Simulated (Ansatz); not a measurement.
**TiAl (P4/mmm): search for the barrier of an atomic hop in a rigid host from a Python script**

Aim: a search for the barrier of an atomic hop in a rigid host, for TiAl (P4/mmm), run from a script.

All numbers are computed with Ansatz 0.2.0, driven from Python. Level of theory: DFT PBE, plane waves, PAW.

## 1. The structure

Symmetry: P4/mmm, No. 123, tetragonal system. Conventional cell: a = 2.837 Å, b = 2.837 Å, c = 4.059 Å, α = 90.00°, β = 90.00°, γ = 90.00°. Ti (site symmetry 4/mmm) has 4 Ti at 2.84 Å and 8 Al at 2.85 Å as nearest neighbours. Al (site symmetry 4/mmm) has 4 Al at 2.84 Å and 8 Ti at 2.85 Å as nearest neighbours.

The script holds or builds the structure itself.

## 2. The script

tial_neb.py

```python
"""Migration path of an interstitial in TiAl."""

import json
import warnings

import ansatz
import matplotlib.pyplot as plt
import numpy as np

XC = "PBE"
MESH = (2, 2, 3)
OCCUPATIONS = "fermi_dirac"
WIDTH_EV = 0.1

warnings.simplefilter("ignore", ansatz.DeckWarning)

vectors = np.array([
    [2.8373, 0.0, 0.0],
    [0.0, 2.8373, 0.0],
    [0.0, 0.0, 4.0591],
])
crystal = (
    ansatz.Lattice.of(vectors)
    .atom("Ti", (0.0, 0.0, 0.0))
    .atom("Al", (0.5, 0.5, 0.5))
)
start = crystal.supercell(2, 2, 1).interstitial("Li", at=(0.0, 0.0, 0.5)).resolved()
guest = len(start.sites) - 1
start = start.fix(list(range(guest)))
end = start.move(guest, to=(-0.5, 0.0, 0.5))
# two open sites of equal room in a host that is held rigid

calculation = (
    start.calculation()
    .functional(XC)
    .pseudopotentials("paw")
    .kpoints(*MESH)
    .occupations(OCCUPATIONS, width=WIDTH_EV)
    .neb(to=end, images=5, force_tolerance=0.1, max_iterations=40, relax_end_points=True, climbing="immediate")
)
outcome = calculation.run(events_out="stream.ndjson")
with open("stream.ndjson") as stream:
    events = [json.loads(line) for line in stream]
steps = [e["data"] for e in events if e["event"] == "neb_iteration"]
summary = outcome.report
print(len(steps), "rounds; largest force on the band at the end", round(steps[-1]["band_force_max_ev_ang"], 4), "eV/A")
band = outcome.neb_path()
energy = np.array([image.lagrangian_ev for image in band.images])

print("image  path (A)  dE (eV)")
for number, image in enumerate(band.images):
    mark = "  <- climbing" if number == band.climbing_image else ""
    print(f"{number:4d} {image.path_coordinate_ang:9.3f} {image.lagrangian_ev - energy[0]:9.4f}{mark}")
print(f"barrier forwards {energy.max() - energy[0]:.3f} eV, backwards {energy.max() - energy[-1]:.3f} eV")
plt.figure(figsize=(4.5, 3))
plt.plot([image.path_coordinate_ang for image in band.images], energy - energy[0], "o-")
plt.xlabel("path (A)")
plt.ylabel("energy (eV)")
plt.tight_layout()
plt.savefig("neb.png", dpi=100)
```

## 3. What the engine is handed

The engine receives this input:

```yaml
crystal:
  lattice:
    - [5.6746, 0.0, 0.0]
    - [0.0, 5.6746, 0.0]
    - [0.0, 0.0, 4.0591]
  atoms:
    - { symbol: Ti, position: [0.0, 0.0, 0.0] }
    - { symbol: Al, position: [0.25, 0.25, 0.5] }
    - { symbol: Ti, position: [0.0, 0.5, 0.0] }
    - { symbol: Al, position: [0.25, 0.75, 0.5] }
    - { symbol: Ti, position: [0.5, 0.0, 0.0] }
    - { symbol: Al, position: [0.75, 0.25, 0.5] }
    - { symbol: Ti, position: [0.5, 0.5, 0.0] }
    - { symbol: Al, position: [0.75, 0.75, 0.5] }
    - { symbol: Li, position: [0.0, 0.0, 0.5] }
kpoints:
  mp_grid:
    grid: [2, 2, 3]
hamiltonian:
  xc: pbe
  pseudopotentials:
    kind: paw
scf:
  occupations:
    method: fermi_dirac
    width: 0.1
neb:
  images: 5
  climbing: immediate
  relax_end_points: true
  f_tol: 0.1
  max_iterations: 40
  constraints:
    - { sites: [0, 1, 2, 3, 4, 5, 6, 7], fix: xyz }
  final_atoms:
    - { symbol: Ti, position: [0.0, 0.0, 0.0] }
    - { symbol: Al, position: [0.25, 0.25, 0.5] }
    - { symbol: Ti, position: [0.0, 0.5, 0.0] }
    - { symbol: Al, position: [0.25, 0.75, 0.5] }
    - { symbol: Ti, position: [0.5, 0.0, 0.0] }
    - { symbol: Al, position: [0.75, 0.25, 0.5] }
    - { symbol: Ti, position: [0.5, 0.5, 0.0] }
    - { symbol: Al, position: [0.75, 0.75, 0.5] }
    - { symbol: Li, position: [-0.5, 0.0, 0.5] }
```

## 4. Launch

Run with:

```sh
> python tial_neb.py
```

Q: Predict the main results. Wanted: free energy; barrier forwards; barrier backwards; end to end.

As calculated:

| quantity | value |
| --- | --- |
| free energy | -12347.9397 eV (-1371.9933 eV/atom) |
| barrier forwards | 3.789 eV |
| barrier backwards | 3.789 eV |
| end to end | 0.000 eV |
| band iterations | 15 |

What this shows: The highest image, number 2, lies 3.789 eV above the start, about 147 times kT at 300 K. A cell this small lets the moving atom feel its images. What to keep in mind:
- No spin polarisation was allowed.
- For a metal this mesh is coarse.
- Levels are Kohn-Sham eigenvalues on this mesh.
- The host is held rigid, so the barrier is usually too high; the two ends needn't be equivalent, and zero-point energy is left out.
